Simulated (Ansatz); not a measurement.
# Si: a jump of Ag

How high is the barrier in Si when interstitial Ag hops to an equivalent place? Supercell of 16 sites with charge +1; relaxed ends, then a climbing-image band.

Program: Ansatz 0.2.0. Level of theory: DFT r2SCAN, scalar-relativistic, plane waves, PAW. These are calculated values, not measurements.

## 1. The structure to begin with

Symmetry: Fd-3m, No. 227, cubic system. Conventional cell: a = 5.444 Å, b = 5.444 Å, c = 5.444 Å, α = 90.00°, β = 90.00°, γ = 90.00°. Si (site symmetry -43m) is surrounded by 4 Si at 2.36 Å.

Structure file:

```cif
data_structure
_symmetry_space_group_name_H-M 'Fd-3m:1'
_symmetry_Int_Tables_number 227
_cell_length_a 5.4437
_cell_length_b 5.4437
_cell_length_c 5.4437
_cell_angle_alpha 90.000
_cell_angle_beta 90.000
_cell_angle_gamma 90.000
_cell_volume 161.32
loop_
_atom_site_label
_atom_site_type_symbol
_atom_site_symmetry_multiplicity
_atom_site_Wyckoff_symbol
_atom_site_fract_x
_atom_site_fract_y
_atom_site_fract_z
_atom_site_occupancy
Si1 Si 8 a 0.25000 0.25000 0.25000 1
```

The structure comes from the Materials Project (structure only).

(A quick probe on a coarse mesh, which set the mesh and smearing, is not shown.)

## 3. The relaxation

input.yaml

```yaml
crystal:
  lattice:
    - [0.0, 2.72185119, 2.72185119]
    - [2.72185119, 0.0, 2.72185119]
    - [2.72185119, 2.72185119, 0.0]
  atoms:
    - { symbol: Si, position: [0.75, 0.75, 0.75] }
    - { symbol: Si, position: [0.5, 0.5, 0.5] }
basis:
  ecutwfc: 500
kpoints:
  mp_grid: { grid: [8, 8, 8] }
hamiltonian:
  xc: r2scan
scf:
  occupations: { method: gaussian, width: 0.02 }
output:
  forces: true
  stress: true
  eigenvalues: true
  write_density: true
  write_potential: true
  elf: true
  volumetric_format: npy
relax:
  adjacent_minimum: "off"
  f_tol: 0.005
  max_steps: 80
  cell: { stress_tol: 0.05 }
```

Command:

```
$ ansatz run input.yaml --threads 8 --pin off --max-ram 20480MiB --backend cpu --events-out ev --progress --plain --runs-dir out
```

Further runs follow: relaxing the first end; the band, a jump of 2.20 Å.

**Question.** What will these runs give? Wanted: relaxed cell; volume; barrier forwards; barrier backwards; second end relative to first; highest image; neighbours of Ag at the start; at the top.

**Answer**, as computed:

| quantity | value |
| --- | --- |
| relaxed cell (conventional) | a = 5.444 Å, b = 5.444 Å, c = 5.444 Å, α = 90.00°, β = 90.00°, γ = 90.00° |
| space group (0.01 Å) | Fd-3m (No. 227) |
| volume | 20.16 Å³/atom |
| barrier forwards | 0.116 eV |
| barrier backwards | 0.116 eV |
| second end relative to first | 0.000 eV |
| highest image | 3 of 0 to 6, climbing |
| band iterations | 6 |
| neighbours of Ag at the start; at the top | 1 Si at 2.41 Å, 2 Si at 2.46 Å, 1 Si at 2.47 Å, 1 Si at 2.64 Å, 1 Si at 2.65 Å, 1 Si at 2.67 Å, 1 Si at 2.90 Å, 1 Si at 2.91 Å, 1 Si at 2.93 Å; 4 Si at 2.43 Å, 2 Si at 2.44 Å |

**Reading.** Relaxation left the volume within 0.5 % of the start. Along this path the system climbs 0.12 eV from the first end (5 kT at 300 K), which at an assumed attempt frequency of 10^13 s⁻¹ means a rate near 10^11 s⁻¹. Both ends agree in energy to 1 meV. The input switches the test of curvatures off, so the top was not shown to be a first-order saddle. The small cell leaves errors of about a tenth of an eV.
